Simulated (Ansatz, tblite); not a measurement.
# The cluster Cu₄Se₂: a ladder of methods and basis sets

Aim: run the singlet of the cluster Cu₄Se₂ at one geometry on many levels, and compare frontier levels, spin and run time.

Method: as each input shows; program: Ansatz 0.2.0, Gaussian basis.

The runs, in order: GFN1-xTB, GFN2-xTB, PBE-D4/def2-TZVP, r2SCAN-D4/def2-TZVP, r2SCAN0-D4/def2-TZVP, r2SCANh-D4/def2-TZVP, PBE-QIDH/def2-TZVP, PBE-D4/def2-SVP, PBE0-D4/def2-SVP, HF/STO-3G, HF/6-31G, B3LYP-D4/6-31G, PBE0-D4/def2-TZVPD, PBE-D4/def2-TZVPD, r2SCAN0-D4/def2-TZVPD, MP2/def2-TZVP, RPA/def2-TZVP.

6 further runs of the same task are left out: 4 that didn't finish, 2 set aside as unsound or not needed. Runs told in other sessions of the task aren't counted.

**1. The geometry**

The singlet was relaxed beforehand with B3LYP-D4/def2-SVP. At that level it is the lowest of the isomers that a small search found.

6 atoms, charge 0, spin multiplicity 1.

Bond lengths: Cu1–Se5 2.470 Å, Cu1–Se6 2.425 Å, Cu2–Cu4 2.539 Å, Cu2–Se5 2.280 Å, Cu3–Se5 2.425 Å, Cu3–Se6 2.470 Å, Cu4–Se6 2.280 Å. Angles: Se5–Cu1–Se6 121.9°, Cu4–Cu2–Se5 111.0°, Se5–Cu3–Se6 121.9°, Cu2–Cu4–Se6 111.2°, Cu1–Se5–Cu2 64.5°, Cu1–Se5–Cu3 58.0°, Cu2–Se5–Cu3 71.9°, Cu1–Se6–Cu3 58.0°, Cu1–Se6–Cu4 71.7°, Cu3–Se6–Cu4 64.5°.

No spin-orbit coupling is included.

PBE0-D4/def2-TZVP was run before; its log isn't repeated, and its numbers join the tables.

**2. GFN1-xTB**

Tight binding, by tblite at 300 K electronic temperature and without a spin-polarisation term:

```python
tblite.interface.Calculator('GFN1-xTB', numbers, positions, charge=0, uhf=0).singlepoint()
```

Energy -676.0468 eV, HOMO -10.79 eV, LUMO -10.08 eV; 0.005 s.

**3. GFN2-xTB**

Tight binding, by tblite at 300 K electronic temperature and without a spin-polarisation term:

```python
tblite.interface.Calculator('GFN2-xTB', numbers, positions, charge=0, uhf=0).singlepoint()
```

Energy -598.8615 eV, HOMO -10.12 eV, LUMO -8.80 eV; 0.008 s.

**4. PBE-D4/def2-TZVP**

start.molden holds the orbitals of an earlier run on this state, given as this run's starting guess.

Input file in.yaml:

```yaml
crystal:
  periodic: [false, false, false]
  atoms:
    - {symbol: Cu, position_ang: [-0.544787, 0.973736, -0.758974]}
    - {symbol: Cu, position_ang: [-0.768025, 0.277250, 1.673578]}
    - {symbol: Cu, position_ang: [0.139343, -1.274665, -0.426074]}
    - {symbol: Cu, position_ang: [1.624675, 0.358799, 0.829158]}
    - {symbol: Se, position_ang: [-2.145513, -0.683240, 0.132006]}
    - {symbol: Se, position_ang: [1.694286, 0.348121, -1.449684]}
basis:
  gaussian: {orbitals: def2-TZVP, initial_orbitals: start.molden}
hamiltonian: {xc: pbe, dispersion: d4}
scf: {omitted_lower_state_checks: [starts]}
output: {orbitals: {seedname: orbitals}}
```

Started as:

```
$ ansatz run in.yaml --threads 4 --pin off --events-out ev --progress --plain --max-ram 4787MiB
```

The runs that follow: r2SCAN-D4/def2-TZVP; r2SCAN0-D4/def2-TZVP; r2SCANh-D4/def2-TZVP; PBE-QIDH/def2-TZVP; PBE-D4/def2-SVP; PBE0-D4/def2-SVP; HF/STO-3G; HF/6-31G; B3LYP-D4/6-31G; PBE0-D4/def2-TZVPD; PBE-D4/def2-TZVPD; r2SCAN0-D4/def2-TZVPD; MP2/def2-TZVP; RPA/def2-TZVP.

Before running them: what should the planned runs give, taken together? Wanted: gap in def2-TZVP, named functionals, smallest and largest; correlation energy, MP2/def2-TZVP; binding an atom, functionals in def2-TZVP; PBE0 total energy, smallest basis above largest.

**Answer**, as computed:

| quantity | value |
| --- | --- |
| gap in def2-TZVP, named functionals, smallest and largest | 0.34 eV (PBE-D4), 2.14 eV (r2SCAN0-D4) |
| correlation energy, MP2/def2-TZVP | -63.06 eV |
| binding an atom, functionals in def2-TZVP | 2.23 (PBE-QIDH) to 2.49 eV (r2SCAN-D4) |
| PBE0 total energy, smallest basis above largest | 42.09 eV (def2-SVP, def2-TZVPD) |

Over the named functionals in def2-TZVP the gap runs from 0.34 eV (PBE-D4) to 2.14 eV (r2SCAN0-D4); exact exchange widens it.
